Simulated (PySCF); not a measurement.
# Co: dipole response in aug-cc-pwCVTZ-DK

Aim: the static polarisability and the C₆ coefficient of Co, method by method.

The numbers are computed with PySCF 2.14.0 (unrestricted determinants in a Gaussian basis, no spin-orbit coupling in the energies), except any that are marked as measured or tabulated.

### 1 The atom as given

* Element: cobalt (Z = 27)
* Basis: aug-cc-pwCVTZ-DK (10s9p7d4f3g, 127 functions)
* Hamiltonian: the spin-free X2C one-electron Hamiltonian (Gaussian nucleus)
* State 1: Co: [Ar] 3d7 4s2, high-spin 4F determinant
* Methods: UHF, PBE

The outer shells:

Co [Ar] 3d7 4s2
```
[Ar] core
3d [↑↓][↑↓][↑ ][↑ ][↑ ]
4s [↑↓]
```

The runs were made by one driver on top of PySCF. The scripts below sum up each run's settings (the driver also hands on starting orbitals that pick excited configurations, and frozen orbitals as a list rather than a count), and the logs come from the driver's own runs. The driver starts from symmetry-adapted Hartree-Fock orbitals, holds the occupation by maximum overlap and uses a logarithmic radial grid for functionals, so a plain start would take other cycles.

The integrals over 127 functions and the set-up took 3.8 s of CPU time.

### 2 Co

#### UHF

The input, input.py:

```python
from pyscf import gto, scf, dft, mp, cc
import basis_set_exchange as bse
mol = gto.M(atom="Co 0 0 0", charge=0, spin=3, symmetry="D2h",
            basis=gto.basis.parse(bse.get_basis("aug-cc-pwCVTZ-DK", elements=["Co"], fmt="nwchem")),
            nucmod="G")
mf = scf.UHF(mol).sfx2c1e()
mf.irrep_nelec = {'Ag': (6, 5), 'B1g': (1, 1), 'B2g': (1, 0), 'B3g': (1, 0), 'B1u': (2, 2), 'B2u': (2, 2), 'B3u': (2, 2)}
mf.kernel()
```

The log of the run:

```text
damping factor = 0
level_shift factor = 0
DIIS = <class 'pyscf.scf.diis.CDIIS'>
diis_start_cycle = 1
diis_space = 10
diis_damp = 0
SCF conv_tol = 1e-09
SCF conv_tol_grad = None
number electrons alpha = 15  beta = 12
cycle= 1 E= -1391.88241302707  delta_E= -0.00804  |g|= 0.0379  |ddm|= 0.0307
cycle= 2 E= -1391.88260838924  delta_E= -0.000195  |g|= 0.00688  |ddm|= 0.0068
cycle= 3 E= -1391.88261813412  delta_E= -9.74e-06  |g|= 0.00228  |ddm|= 0.00466
cycle= 4 E= -1391.88261920205  delta_E= -1.07e-06  |g|= 0.000751  |ddm|= 0.00172
cycle= 5 E= -1391.88261966247  delta_E= -4.6e-07  |g|= 0.00017  |ddm|= 0.00107
cycle= 6 E= -1391.88261968666  delta_E= -2.42e-08  |g|= 3.08e-05  |ddm|= 0.00038
cycle= 7 E= -1391.88261968744  delta_E= -7.82e-10  |g|= 7.32e-06  |ddm|= 0.000105
converged SCF energy = -1391.88261968744  <S^2> = 3.760387  2S+1 = 4.0051901
```

It used 87 s of CPU time after the integrals (shared host).

The occupied shells:

```
shell  electrons  mean orbital energy (eV)  spread (eV)  rms radius (bohr)
 1s α          1                   -7776.1            0             0.0649
 1s β          1                   -7776.1            0             0.0649
 2s α          1                   -966.37            0              0.276
 2s β          1                   -963.68            0              0.276
 2p α          3                   -824.00            0              0.249
 2p β          3                   -821.37            0              0.249
 3s α          1                   -129.55            0              0.831
 3s β          1                   -121.89            0              0.831
 3p α          3                   -86.938            0              0.890
 3p β          3                   -77.750            0              0.890
 3d α          5                   -19.127        1.455               1.17
 3d β          2                   -15.442            0               1.17
 4s α          1                    -7.774            0               3.37
 4s β          1                    -7.039            0               3.37
```

⟨S²⟩ = 3.760, ⟨L²⟩ = 12.03.

The driver then solved the coupled dipole response at imaginary frequencies: mean α = 70.39 bohr³, C₆ = 639.9 au for a like pair.

#### PBE

Changes to input.py:

```diff
@@ -5,3 +5,3 @@
             nucmod="G")
-mf = scf.UHF(mol).sfx2c1e()
+mf = dft.UKS(mol, xc="PBE").sfx2c1e()
 mf.irrep_nelec = {'Ag': (6, 5), 'B1g': (1, 1), 'B2g': (1, 0), 'B3g': (1, 0), 'B1u': (2, 2), 'B2u': (2, 2), 'B3u': (2, 2)}
```

The log of the run:

```text
damping factor = 0
level_shift factor = 0
DIIS = <class 'pyscf.scf.diis.CDIIS'>
diis_start_cycle = 1
diis_space = 10
diis_damp = 0
SCF conv_tol = 1e-09
SCF conv_tol_grad = None
number electrons alpha = 15  beta = 12
XC functionals = PBE
    J. P. Perdew, K. Burke, and M. Ernzerhof.,  Phys. Rev. Lett. 77, 3865 (1996)
    J. P. Perdew, K. Burke, and M. Ernzerhof.,  Phys. Rev. Lett. 78, 1396 (1997)
    J. P. Perdew, K. Burke, and M. Ernzerhof.,  Phys. Rev. Lett. 77, 3865 (1996)
    J. P. Perdew, K. Burke, and M. Ernzerhof.,  Phys. Rev. Lett. 78, 1396 (1997)
cycle= 1 E= -1393.00798450708  delta_E= -0.0239  |g|= 0.201  |ddm|= 0.489
cycle= 2 E= -1392.984418475  delta_E= 0.0236  |g|= 0.445  |ddm|= 0.378
cycle= 3 E= -1393.01579847639  delta_E= -0.0314  |g|= 0.0319  |ddm|= 0.217
cycle= 4 E= -1393.01602102653  delta_E= -0.000223  |g|= 0.00157  |ddm|= 0.0156
cycle= 5 E= -1393.01602169734  delta_E= -6.71e-07  |g|= 0.000188  |ddm|= 0.0012
cycle= 6 E= -1393.01602170917  delta_E= -1.18e-08  |g|= 4.74e-05  |ddm|= 0.000267
cycle= 7 E= -1393.01602170981  delta_E= -6.35e-10  |g|= 8.82e-07  |ddm|= 3.28e-05
converged SCF energy = -1393.01602170981  <S^2> = 3.7557923  2S+1 = 4.0028951
```

It used 63 s of CPU time after the integrals (shared host).

The driver then solved the coupled dipole response at imaginary frequencies: mean α = 52.59 bohr³, C₆ = 438.4 au for a like pair.

Radial density 4πr²ρ of Co at UHF:

| r (bohr) | density | spin density |
| --- | --- | --- |
| 0.000997 | 0.242 | 0.000 |
| 0.00168 | 0.609 | 0.000 |
| 0.00282 | 1.50 | 0.000 |
| 0.00474 | 3.56 | 0.000 |
| 0.00798 | 7.95 | 0.000 |
| 0.0134 | 16.0 | 0.000 |
| 0.0226 | 26.6 | 0.000 |
| 0.0380 | 32.7 | -0.001 |
| 0.0639 | 27.8 | -0.003 |
| 0.107 | 27.5 | 0.017 |
| 0.181 | 36.8 | 0.215 |
| 0.304 | 21.0 | 1.088 |
| 0.511 | 16.1 | 2.675 |
| 0.860 | 15.5 | 2.689 |
| 1.45 | 4.15 | 1.018 |
| 2.43 | 1.13 | 0.143 |
| 4.09 | 0.358 | -0.020 |
| 6.88 | 0.0257 | -0.005 |
| 11.6 | 0.000104 | 0.000 |

### 3 Polarisabilities and C₆

Co, in atomic units:

```
method  mean α  C₆ (like pair)  S(−4)
   UHF   70.39           639.9   3271
   PBE   52.59           438.4   1467
```

Reference α: 55 ± 4 bohr³ (recommended; Schwerdtfeger and Nagle, table of static dipole polarizabilities (2023 update)). Published C₆: 408.0 (Chu and Dalgarno (2004); Tang, Norbeck and Certain (1976)).

α(iu) at PBE:

| u (hartree) | α(iu) (bohr³) |
| --- | --- |
| 0 | 52.59 |
| 0.0500 | 49.21 |
| 0.100 | 41.56 |
| 0.200 | 26.63 |
| 0.300 | 17.50 |
| 0.500 | 9.273 |
| 0.750 | 5.490 |
| 1.00 | 3.805 |
| 1.50 | 2.268 |
| 2.00 | 1.556 |
| 3.00 | 0.8934 |
| 5.00 | 0.4225 |

### 4 Results

| quantity | value |
| --- | --- |
| α of Co | 52.59 (PBE) to 70.39 (UHF) bohr³; reference 55.00 |

For Co PBE is nearest the reference (-4 %). All values hold for this basis alone; no basis-set limit was taken.
